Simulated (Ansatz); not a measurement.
**MnSe (F-43m): which electronic and magnetic state is lowest**

One table from this session's results is given with a row withheld; the runs are named, their logs left out.

Program: Ansatz 0.2.0. Level of theory: DFT LDA, scalar-relativistic, plane waves, PAW. These are calculated values, not measurements.

1 further run of the same task is left out (it didn't finish).

## The starting structure

The structure is cubic, space group F-43m (No. 216). Conventional cell: a = 5.820 Å, b = 5.820 Å, c = 5.820 Å, α = 90.00°, β = 90.00°, γ = 90.00°. Around Mn (site symmetry -43m) lie 4 Se at 2.52 Å. Around Se (site symmetry -43m) lie 4 Mn at 2.52 Å.

Structure file:

```cif
data_structure
_symmetry_space_group_name_H-M 'P 1'
_symmetry_Int_Tables_number 1
_cell_length_a 4.1154
_cell_length_b 4.1154
_cell_length_c 4.1154
_cell_angle_alpha 60.000
_cell_angle_beta 60.000
_cell_angle_gamma 60.000
_cell_volume 49.28
loop_
_atom_site_label
_atom_site_type_symbol
_atom_site_fract_x
_atom_site_fract_y
_atom_site_fract_z
_atom_site_occupancy
Mn1 Mn 0.00000 0.00000 0.00000 1
Se1 Se 0.75000 0.75000 0.75000 1
```

The cell is the deposited one, not relaxed. An earlier run on this cell at LDA gave -3.14 GPa at 24.642 Å³/atom (10×10×10 mesh), no gap, moments in the atoms' spheres Mn 4.11; Se 0.09 μB. The cell is stretched at this level.

The first run:

File input.yaml:

```yaml
crystal:
  lattice:
    - [0.0, 2.9099991734, 2.9099991734]
    - [2.9099991734, 0.0, 2.9099991734]
    - [2.9099991734, 2.9099991734, 0.0]
  atoms:
    - { symbol: Mn, position: [0.0, 0.0, 0.0] }
    - { symbol: Se, position: [0.75, 0.75, 0.75] }
basis:
  ecutwfc: 420
  ecutrho_ratio: 4
kpoints:
  mp_grid: { grid: [10, 10, 10] }
hamiltonian:
  xc: lda
scf:
  occupations: { method: gaussian, width: 0.05 }
output:
  forces: true
  stress: true
  eigenvalues: true
```

Launch:

```sh
$ ansatz run input.yaml --threads 4 --pin off --max-ram 9216MiB --backend cpu --events-out ev --progress --plain --runs-dir out
```

Among the steps run: No spin polarisation; Antiferromagnetic, doubled cell, propagation vector (0, 0, 1/2); Antiferromagnetic, doubled cell, propagation vector (0, 1/2, 1/2); Small parallel starting moments.

One of the session's tables, all rows but one given; the rest of the session is left out.

It belongs to the step «The magnetic starts side by side». 

```
                                                            start  from the base state (meV/atom)  pressure (GPa)
                                                    ferromagnetic                             0.0           -3.14
                                             no spin polarisation                           688.5          -20.22
  antiferromagnetic, doubled cell, propagation vector (0, 0, 1/2)                               ?               ?
antiferromagnetic, doubled cell, propagation vector (0, 1/2, 1/2)                          -137.1           -5.83
                                  small parallel starting moments                             0.0           -3.14
```

Estimate the missing values for antiferromagnetic, doubled cell, propagation vector (0, 0, 1/2).

The run gave: from the base state (meV/atom): -106.3; pressure (GPa): -5.08. In the column «from the base state (meV/atom)» it lies between antiferromagnetic, doubled cell, propagation vector (0, 1/2, 1/2) (-137.1) and ferromagnetic (0.0).

Propagation vectors are in units of the typed cell's reciprocal vectors.

To keep in mind: Only a few orders and starts were tried, so a lower state isn't excluded.
